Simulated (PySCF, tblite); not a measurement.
# C₄H₁₆OSi₃: geometry, infrared bands and NMR shifts

Wanted: the infrared bands and NMR shifts of C₄H₁₆OSi₃ (`OCC[C@@H]([SiH3])[SiH2]C[SiH3]`), by calculation.

Programs: tblite 0.8.0 and PySCF 2.14.0, with density-fitted response routines of our own. Each step states its level of theory. These are calculated values for one molecule in the gas phase, unless marked as measured. Atoms are numbered from 0 throughout.

**1. Starting geometry**

24 atoms, charge 0, multiplicity 1; geometry from: force field or distance geometry start.

Bonds of the start (Å): O0–C1 1.39, C1–C2 1.49, C2–C3 1.46, C3–Si4 1.83, C3–Si5 1.89, Si5–C6 1.87, C6–Si7 1.87, O0–H8 1.00, C1–H9 1.09, C1–H10 1.12, C2–H11 1.10, C2–H12 1.13, C3–H13 1.12, Si4–H14 1.48, Si4–H15 1.49, Si4–H16 1.46, Si5–H17 1.46, Si5–H18 1.47, C6–H19 1.10, C6–H20 1.12, Si7–H21 1.49, Si7–H22 1.48, Si7–H23 1.46.

**2. Optimising the geometry with GFN2-xTB**

Job settings and geometry (Å):

```
{"job": {"kind": "relax", "xc": "GFN2-xTB", "basis": "xTB"}, "charge": 0, "multiplicity": 1}
O     -3.650200     0.871000     0.947000
C     -3.022400     1.087100    -0.272500
C     -1.539800     1.198100    -0.189100
C     -0.779700     0.067900     0.336600
Si    -0.917300    -1.549600    -0.512800
Si     1.024900     0.584100     0.155000
C      2.158800    -0.900400     0.243800
Si     3.835200    -0.337200    -0.367400
H     -3.411600    -0.063100     1.212500
H     -3.322000     0.327000    -0.998700
H     -3.411200     2.068400    -0.645100
H     -1.153000     1.445300    -1.191700
H     -1.324400     2.074900     0.497600
H     -0.957000    -0.041100     1.435000
H     -0.217000    -1.435700    -1.815800
H     -0.296100    -2.600800     0.342000
H     -2.277700    -2.008800    -0.786500
H      1.304400     1.578300     1.184600
H      1.140800     1.171500    -1.187800
H      2.255900    -1.200800     1.301200
H      1.753200    -1.712600    -0.411800
H      4.040900    -0.868500    -1.739500
H      4.880300    -0.858700     0.537700
H      3.873300     1.123500    -0.399900
```

On the command line:

```console
$ OMP_NUM_THREADS=1 python probes_run.py task.json out
```

This one command runs all jobs of the session in turn.

**Question.** This job is followed by: GFN2-xTB harmonic vibrations, gas phase; GIAO PBE0/pcSseg-1 NMR shielding, non-relativistic, gas phase. What will the session give for the following? strongest single infrared mode (GFN2-xTB); zero-point energy (GFN2-xTB); 13C shifts against TMS (PBE0/pcSseg-1); 1H shifts against TMS (PBE0/pcSseg-1, means over atoms taken as alike); 17O shifts against H2O (PBE0/pcSseg-1); 29Si shifts against TMS (PBE0/pcSseg-1).

As calculated:

```
                                                              quantity                                                                        value
                             strongest single infrared mode (GFN2-xTB)                                                        2268 cm⁻¹, 582 km/mol
                                          zero-point energy (GFN2-xTB)                                                               111.6 kcal/mol
                                13C shifts against TMS (PBE0/pcSseg-1)                                                   65.8, 34.4, 1.5, -11.9 ppm
1H shifts against TMS (PBE0/pcSseg-1, means over atoms taken as alike)  4.28, 4.05, 3.99, 3.98, 3.92, 3.88, 2.04, 1.13, 0.95, 0.28, 0.09, -0.23 ppm
                                17O shifts against H2O (PBE0/pcSseg-1)                                                                     26.5 ppm
                               29Si shifts against TMS (PBE0/pcSseg-1)                                                      -29.5, -75.0, -76.0 ppm
```

The optimisation took 154 steps and gained 0.665 eV; among the close pairs (by a distance rule), C3–Si4 changed most, from 1.832 to 1.906 Å. All 66 modes are real, so the xTB geometry is a minimum. The strongest single mode, at 2268 cm⁻¹, moves mainly H14. Unscaled tight-binding wavenumbers are off by several per cent, some by more. Its intensities can rank the bands wrongly. At PBE0/pcSseg-1: The largest span, 108 ppm, is at Si5, where the paramagnetic term is -505 ppm.
